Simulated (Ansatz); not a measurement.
**GaCCl+ (doublet): wave-function methods side by side, cc-pVDZ**

How much of the correlation energy of GaCCl+ (doublet) does each wave-function method recover here?

Program: Ansatz 0.2.0, Gaussian basis. Level of theory: cc-pVDZ, core rule «outside noble gas», up to 20 orbitals frozen. These are calculated values, not measurements.

The runs, in order: UHF; CCSD(T) on ROHF; CCSD(T) on UHF; BCCD(T) on ROHF; CISD; CCSDT(Q) on ROHF; CCSDT(Q) on UHF.

15 further runs of the same task are left out: 2 for a known fault of the program, 7 that didn't finish, 6 set aside as unsound or not needed.

### Step 1. The geometry

The geometry is a PBE0/def2-TZVP stationary point (not a proven minimum) of the parent state, kept for this charge and spin. No spin-orbit coupling is included. The filled d shell of Ga may be among the frozen orbitals whatever the setting's name suggests; the logs give the count.

3 atoms, charge 1, spin multiplicity 2.

Atoms are counted from 1 here; the program's logs count them from 0.

Bond lengths: C1–Ga2 1.918 Å, Ga2–Cl3 2.123 Å. Angles: C1–Ga2–Cl3 180.0°.

Coordinates:

```
C     0.00000    0.00000   -1.98623
Ga    0.00000    0.00000   -0.06823
Cl    0.00000    0.00000    2.05447
```

### Step 2. UHF

Contents of in.yaml:

```yaml
crystal:
  periodic: [false, false, false]
  atoms:
    - {symbol: C, position_ang: [0.000000, 0.000000, -1.986233]}
    - {symbol: Ga, position_ang: [0.000000, 0.000000, -0.068233]}
    - {symbol: Cl, position_ang: [0.000000, 0.000000, 2.054467]}
basis:
  gaussian: {orbitals: cc-pVDZ}
total_charge: 1
magnetization: {spin_polarized: true, initial_magnetization: 1}
hamiltonian: {xc: hf}
output: {orbitals: {seedname: orbitals}}
```

The run is started by

```console
$ ansatz run in.yaml --threads 1 --pin off --events-out ev --progress --plain --max-ram 2393MiB
```

Further steps of the session: CCSD(T) on ROHF; CCSD(T) on UHF; BCCD(T) on ROHF; CISD; CCSDT(Q) on ROHF; CCSDT(Q) on UHF.

Q: Predict the results of all the runs planned. Wanted: UCCSDT(Q) below the RHF energy; RMP2 from UCCSDT(Q); UMP2 from UCCSDT(Q); RCCSD from UCCSDT(Q); RCCSD(T) from UCCSDT(Q); UCCSD(T) from UCCSDT(Q); RCCSDT(Q) from UCCSDT(Q); T1 diagnostic.

The runs gave:

| quantity | value |
| --- | --- |
| UCCSDT(Q) below the RHF energy | -8.0878 eV |
| RMP2 from UCCSDT(Q) | +1413.5 meV |
| UMP2 from UCCSDT(Q) | +1404.6 meV |
| RCCSD from UCCSDT(Q) | +316.7 meV |
| RCCSD(T) from UCCSDT(Q) | +70.1 meV |
| UCCSD(T) from UCCSDT(Q) | +56.4 meV |
| RCCSDT(Q) from UCCSDT(Q) | +3.6 meV |
| levels within 1 kcal/mol (43 meV) | RCCSDT, UCCSDT, RCCSDT(Q) |
| T1 diagnostic | 0.022 |

**Reading.** RCCSD(T) lands +70.1 meV from the yardstick (0.9 % of the correlation energy). These misses are within one basis, not against nature; the frozen cores of restricted and unrestricted runs differ, which can shift their rows.
